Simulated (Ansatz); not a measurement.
# BiSbS4: the cost of one run

Method: DFT PBE, scalar-relativistic, plane waves, PAW, in Ansatz 0.2.0.

1 further run of the same task is left out (it didn't finish).

## (1) The starting structure

Symmetry: P6/mmm, No. 191, hexagonal system. Conventional cell: a = 5.300 Å, b = 5.300 Å, c = 7.596 Å, α = 90.00°, β = 90.00°, γ = 120.00°. Sb (site symmetry 6/mmm) has 12 S at 3.26 Å in its first shell of neighbours. Bi (site symmetry 6/mmm) has 2 Sb at 3.80 Å and 12 S at 4.06 Å in its first shell of neighbours. Around S (site symmetry 3m) lie 4 S at 2.27 to 3.06 Å and 3 Sb at 3.26 Å.

As a file:

```cif
data_structure
_symmetry_space_group_name_H-M 'P 1'
_symmetry_Int_Tables_number 1
_cell_length_a 5.2997
_cell_length_b 5.2997
_cell_length_c 7.5959
_cell_angle_alpha 90.000
_cell_angle_beta 90.000
_cell_angle_gamma 120.000
_cell_volume 184.76
loop_
_atom_site_label
_atom_site_type_symbol
_atom_site_fract_x
_atom_site_fract_y
_atom_site_fract_z
_atom_site_occupancy
Sb1 Sb 0.00000 0.00000 0.50000 1
Bi1 Bi 0.00000 0.00000 0.00000 1
S1 S 0.33333 0.66667 0.35083 1
S2 S 0.66667 0.33333 0.35083 1
S3 S 0.66667 0.33333 0.64917 1
S4 S 0.33333 0.66667 0.64917 1
```

A structure generator made this guess: random cell by space group and Wyckoff sites (P6/mmm, No. 191). Its size is a rough estimate.

## (2) The guess as it stands, on a coarse mesh

Input file input.yaml:

```yaml
crystal:
  lattice:
    - [5.29971492, 0.0, 0.0]
    - [-2.64985746, 4.58968775, 0.0]
    - [0.0, 0.0, 7.59586611]
  atoms:
    - { symbol: Sb, position: [0.0, 0.0, 0.5] }
    - { symbol: Bi, position: [0.0, 0.0, 0.0] }
    - { symbol: S, position: [0.33333333, 0.66666667, 0.35083365] }
    - { symbol: S, position: [0.66666667, 0.33333333, 0.35083365] }
    - { symbol: S, position: [0.66666667, 0.33333333, 0.64916635] }
    - { symbol: S, position: [0.33333333, 0.66666667, 0.64916635] }
basis:
  ecutwfc: 420
kpoints:
  mp_grid: { grid: [6, 6, 2] }
hamiltonian:
  xc: pbe
scf:
  occupations: { method: gaussian, width: 0.1 }
  lower_state_search: "off"
output:
  forces: true
  stress: true
  eigenvalues: true
```

On the command line:

```bash
> ansatz run input.yaml --threads 1 --pin off --max-ram 2560MiB --backend cpu --events-out ev --progress --plain --runs-dir out
```

**Question.** How long does this run take on 1 thread of Intel Xeon Platinum 8259CL at 2.50GHz (Skylake/Cascade Lake), shared host, and how much memory does it need?

About 6.2 s, with a peak of 0.47 GiB.
